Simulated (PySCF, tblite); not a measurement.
# C7H12FNO: geometry, infrared bands and NMR shifts

Wanted: the infrared bands and NMR shifts of C7H12FNO (`CCOC1=C(F)N(C)CC1`), by calculation.

Programs: tblite 0.8.0 and PySCF 2.14.0, with density-fitted response routines of our own. Each step states its level of theory. These are calculated values for one molecule in the gas phase, unless marked as measured. Atoms count from 0, in the outputs and in this text.

## 1. Starting geometry

22 atoms, charge 0, multiplicity 1; geometry from: force field or distance geometry start.

Bonds of the start (Å): C0–C1 1.52, C1–O2 1.41, O2–C3 1.37, C3–C4 1.36, C4–F5 1.33, C4–N6 1.37, N6–C7 1.44, N6–C8 1.45, C8–C9 1.54, C9–C3 1.50, C0–H10 1.10, C0–H11 1.09, C0–H12 1.08, C1–H13 1.10, C1–H14 1.09, C7–H15 1.10, C7–H16 1.10, C7–H17 1.10, C8–H18 1.10, C8–H19 1.09, C9–H20 1.10, C9–H21 1.10.

## 2. Relaxing the molecule with GFN2-xTB

The job: settings as JSON, then the geometry in Å.

```
{"job": {"kind": "relax", "xc": "GFN2-xTB", "basis": "xTB"}, "charge": 0, "multiplicity": 1}
C      3.625300     1.154000    -0.042600
C      2.279800     0.548200     0.340100
O      1.397200     0.690200    -0.748000
C      0.134600     0.194400    -0.577300
C     -0.445400    -0.437100     0.476600
F      0.148800    -0.697800     1.639000
N     -1.748300    -0.769800     0.202200
C     -2.693700    -1.307000     1.144100
C     -2.150500    -0.291100    -1.106700
C     -0.859100     0.313300    -1.691100
H      3.491900     2.214200    -0.293500
H      4.337800     1.064000     0.773900
H      4.016300     0.665000    -0.921700
H      1.896800     1.064500     1.227900
H      2.426500    -0.510000     0.579900
H     -3.497000    -1.853900     0.629900
H     -3.158500    -0.504100     1.726100
H     -2.220200    -2.015500     1.832800
H     -2.933100     0.482700    -1.012600
H     -2.525800    -1.102000    -1.728600
H     -1.008100     1.366000    -1.980200
H     -0.526000    -0.248700    -2.571700
```

The run is started by

```
OMP_NUM_THREADS=1 python probes_run.py task.json out
```

The driver reads the jobs from task.json and runs them one after another.

**Question.** This job is followed by: GFN2-xTB harmonic vibrations, gas phase; GIAO PBE0/pcSseg-1 NMR shielding, non-relativistic, gas phase. Predict these results of the whole session: strongest single infrared mode (GFN2-xTB); zero-point energy (GFN2-xTB); ¹³C shifts against TMS (PBE0/pcSseg-1); ¹H shifts against TMS (PBE0/pcSseg-1, means over atoms taken as alike); ¹⁷O shifts against H2O (PBE0/pcSseg-1); ¹⁹F shifts against CFCl3 (PBE0/pcSseg-1); ¹⁵N shifts against NH3 (PBE0/pcSseg-1).

As calculated:

| quantity | value |
| --- | --- |
| strongest single infrared mode (GFN2-xTB) | 1297 cm⁻¹, 120 km/mol |
| zero-point energy (GFN2-xTB) | 113.9 kcal/mol |
| ¹³C shifts against TMS (PBE0/pcSseg-1) | 151.2, 119.0, 68.3, 50.3, 39.1, 30.7, 18.1 ppm |
| ¹H shifts against TMS (PBE0/pcSseg-1, means over atoms taken as alike) | 4.16, 2.94, 2.69, 2.41, 1.31 ppm |
| ¹⁷O shifts against H2O (PBE0/pcSseg-1) | 94.5 ppm |
| ¹⁹F shifts against CFCl3 (PBE0/pcSseg-1) | -166.2 ppm |
| ¹⁵N shifts against NH3 (PBE0/pcSseg-1) | 69.0 ppm |

**Reading.** The optimisation took 88 steps and gained 0.246 eV; among the close pairs (by a distance rule), C4–N6 changed most, from 1.372 to 1.404 Å. All 60 modes are real, so the xTB geometry is a minimum. The strongest single mode, at 1297 cm⁻¹, is carried by C9, C3, H21, H20. GFN2-xTB is a fitted tight-binding method: band positions and strengths are rough. Its intensities can rank the bands wrongly. H13, H14 (mean) (hydrogen on an sp3 CH2 bonded to O) lies farthest downfield among hydrogen, at 4.16 ppm; its carbon carries O, hence the downfield position. At PBE0/pcSseg-1: The widest tensor belongs to F5: span 139 ppm, with a paramagnetic part of -140 ppm.
